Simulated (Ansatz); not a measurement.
# InGa2As3: the cost of one run

Method: DFT PBE, scalar-relativistic, plane waves, PAW, in Ansatz 0.2.0.

2 further runs of the same task are left out: 1 that didn't finish, 1 set aside as unsound or not needed. Runs told in other sessions of the task aren't counted.

## (1) Starting point

Symmetry: P3m1, No. 156, trigonal system. The conventional cell has a = 4.166 Å, b = 4.166 Å, c = 10.242 Å, α = 90.00°, β = 90.00°, γ = 120.00°. Around In (site symmetry 3m) lie 4 As at 2.61 to 2.67 Å. Around Ga (site symmetry 3m) lie 4 As at 2.48 to 2.53 Å. Ga (site symmetry 3m) has 4 As at 2.49 to 2.53 Å in its first shell of neighbours. As (site symmetry 3m) is surrounded by 1 Ga at 2.48 Å and 3 In at 2.61 Å. As (site symmetry 3m) has 3 Ga at 2.53 Å and 1 In at 2.67 Å in its first shell of neighbours. Around As (site symmetry 3m) lie 4 Ga at 2.49 to 2.53 Å.

Coordinates:

```xyz
6
Lattice="4.1661 0.0000 0.0000 -2.0831 3.6080 0.0000 0.0000 0.0000 10.2422" Properties=species:S:1:pos:R:3 pbc="T T T"
In    0.0000    0.0000    3.4293
Ga    0.0000    2.4053   10.1789
Ga    2.0831    1.2027    6.8954
As    0.0000    2.4053    2.4162
As    0.0000    0.0000    6.1005
As    2.0831    1.2027    9.3880
```

It is the end of an earlier relaxation with the same method, from a generated guess; it needn't be the stable form of this composition. At a tolerance of 0.05 Å it has space group P3m1 (No. 156); it has 25.66 Å³/atom, an uncorrected energy of -0.29 eV/atom over the elements.

## (2) Electronic structure at the relaxed geometry

input.yaml

```yaml
crystal:
  lattice:
    - [4.166111288, -2.89e-08, 0.0]
    - [-2.083055619, 3.6079582248, 0.0]
    - [0.0, 0.0, 10.2422423]
  atoms:
    - { symbol: In, position: [0.0, 0.0, 0.334817] }
    - { symbol: Ga, position: [0.3333333333, 0.6666666667, 0.993816] }
    - { symbol: Ga, position: [0.6666666667, 0.3333333333, 0.673236] }
    - { symbol: As, position: [0.3333333333, 0.6666666667, 0.235908] }
    - { symbol: As, position: [0.0, 0.0, 0.595624] }
    - { symbol: As, position: [0.6666666667, 0.3333333333, 0.916599] }
basis:
  ecutwfc: 420
kpoints:
  mp_grid: { grid: [12, 12, 4] }
  band_path:
    path:
      - [[0.0, 0.0, 0.0], [0.5, 0.0, 0.0], [0.33333333, 0.33333333, 0.0], [0.0, 0.0, 0.0], [0.0, 0.0, 0.5], [0.5, 0.0, 0.5], [0.33333333, 0.33333333, 0.5], [0.0, 0.0, 0.5]]
      - [[0.5, 0.0, 0.5], [0.5, 0.0, 0.0]]
      - [[0.33333333, 0.33333333, 0.5], [0.33333333, 0.33333333, 0.0]]
    npoints: 14
hamiltonian:
  xc: pbe
scf:
  occupations: { method: gaussian, width: 0.1 }
  n_extra_bands: 15
output:
  forces: true
  stress: true
  eigenvalues: true
  populations: true
  dos: { projected: true, de: 0.02, nscf_kmesh: { grid: [15, 15, 5] } }
  bader: true
  write_density: true
  write_potential: true
  elf: true
  volumetric_format: npy
```

Launch:

```sh
$ ansatz run input.yaml --threads 4 --pin off --max-ram 8192MiB --backend cpu --events-out ev --progress --plain --runs-dir out
```

Q: Estimate wall time and peak memory on 4 threads of Arm Neoverse V2, shared host.

About 74 s, with a peak of 1.1 GiB.
